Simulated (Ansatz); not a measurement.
Geometry optimisation, DFT LDA, scalar-relativistic, plane waves, PAW (Ansatz 0.2.0).

Input file:

```yaml
crystal:
  lattice:
    - [6.033742, 0.0, 0.0]
    - [3.016871, 5.225374, 0.0]
    - [0.0, 0.0, 18.158162]
  atoms:
    - { symbol: Mg, position: [0.0, 0.0, 0.05507165] }
    - { symbol: O, position: [0.33333335, 0.83333333, 0.12289969] }
    - { symbol: Mg, position: [1.0e-08, 0.5, 0.05507165] }
    - { symbol: O, position: [0.33333335, 0.33333333, 0.12289969] }
    - { symbol: Mg, position: [0.50000001, 0.0, 0.05507165] }
    - { symbol: O, position: [0.83333337, 0.83333333, 0.12289969] }
    - { symbol: Mg, position: [0.50000002, 0.5, 0.05507165] }
    - { symbol: O, position: [0.83333336, 0.33333333, 0.12289969] }
    - { symbol: Mg, position: [0.66666669, 0.66666667, 0.19072772] }
    - { symbol: O, position: [1.00000003, 0.5, 0.25855576] }
    - { symbol: Mg, position: [0.66666669, 0.16666667, 0.19072772] }
    - { symbol: O, position: [1.00000003, 0.0, 0.25855576] }
    - { symbol: Mg, position: [0.16666668, 0.66666667, 0.19072772] }
    - { symbol: O, position: [0.50000002, 0.5, 0.25855576] }
    - { symbol: Mg, position: [0.16666667, 0.16666667, 0.19072772] }
    - { symbol: O, position: [0.50000001, 0.0, 0.25855576] }
    - { symbol: Mg, position: [0.33333335, 0.33333333, 0.3263838] }
    - { symbol: O, position: [0.66666669, 0.16666667, 0.39421183] }
    - { symbol: Mg, position: [0.33333335, 0.83333333, 0.3263838] }
    - { symbol: O, position: [0.66666669, 0.66666667, 0.39421183] }
    - { symbol: Mg, position: [0.83333336, 0.33333333, 0.3263838] }
    - { symbol: O, position: [0.16666667, 0.16666667, 0.39421183] }
    - { symbol: Mg, position: [0.83333337, 0.83333333, 0.3263838] }
    - { symbol: O, position: [0.16666668, 0.66666667, 0.39421183] }
    - { symbol: H, position: [0.11111112, 0.27777778, 0.43826915] }
    - { symbol: H, position: [-0.22222223, 0.11111111, 0.43826915] }
basis:
  ecutwfc: 420.0
kpoints:
  mp_grid: { grid: [2, 2, 1] }
hamiltonian:
  xc: lda
  pseudopotentials: { kind: paw, azcp: { folder: soft_1 } }
scf:
  occupations: { method: gaussian, width: 0.02 }
  lower_state_search: "off"
relax:
  f_tol: 0.03
  max_steps: 60
  adjacent_minimum: "off"
  constraints: [{ sites: [0, 1, 2, 3, 4, 5, 6, 7] }]
```

Command:

```bash
$ ansatz run input.yaml --threads 2 --pin off --max-ram 5120MiB --backend cpu --events-out ev --progress --plain --runs-dir out
```

Where does it end, and by what steps?

The forces met the threshold. Limits of this set-up: coarse k mesh, thin slab, slab without dipole correction, no dispersion correction for a molecule that may bind weakly, PAW files made for another functional. After 10 steps the energy has fallen by 2.130 eV; H26 moved furthest, 0.66 Å.

| step | energy less start (eV) | largest force component (eV/Å) | accepted |
| --- | --- | --- | --- |
| 0 | 0.0000 | 2.398 | yes |
| 1 | -1.2219 | 1.394 | yes |
| 2 | -1.8284 | 0.787 | yes |
| 3 | -2.0660 | 0.888 | yes |
| 4 | -2.0057 | 3.029 | no |
| 5 | -2.1137 | 0.192 | yes |
| 6 | -2.1229 | 0.127 | yes |
| 7 | -2.1281 | 0.131 | yes |
| 8 | -2.1261 | 0.151 | no |
| 9 | -2.1298 | 0.046 | yes |
| 10 | -2.1302 | 0.006 | yes |

```xyz
26
Lattice="6.0337 0.0000 0.0000 3.0169 5.2254 0.0000 0.0000 0.0000 18.1582" Properties=species:S:1:pos:R:3
Mg 0.000 0.000 1.000
O 4.525 4.354 2.232
Mg 1.508 2.613 1.000
O 3.017 1.742 2.232
Mg 3.017 0.000 1.000
O 7.542 4.354 2.232
Mg 4.525 2.613 1.000
O 6.034 1.742 2.232
Mg 6.034 3.496 3.573
O 7.542 2.599 4.558
Mg 4.525 0.862 3.545
O 6.034 0.019 4.584
Mg 3.017 3.496 3.573
O 4.525 2.599 4.558
Mg 1.508 0.863 3.545
O 3.017 0.019 4.584
Mg 3.017 1.738 5.928
O 4.525 0.869 6.853
Mg 4.525 4.333 6.023
O 6.034 3.431 6.820
Mg 6.033 1.738 5.928
O 1.508 0.870 6.854
Mg 7.542 4.332 6.022
O 3.017 3.431 6.820
H 1.508 0.987 7.814
H -1.509 0.980 7.815
```

Whether the end is a true minimum wasn't checked by a vibrational analysis.

The run took 3.4 min on 2 threads of Arm Neoverse V1, on a shared host, peak memory 0.97 GiB.
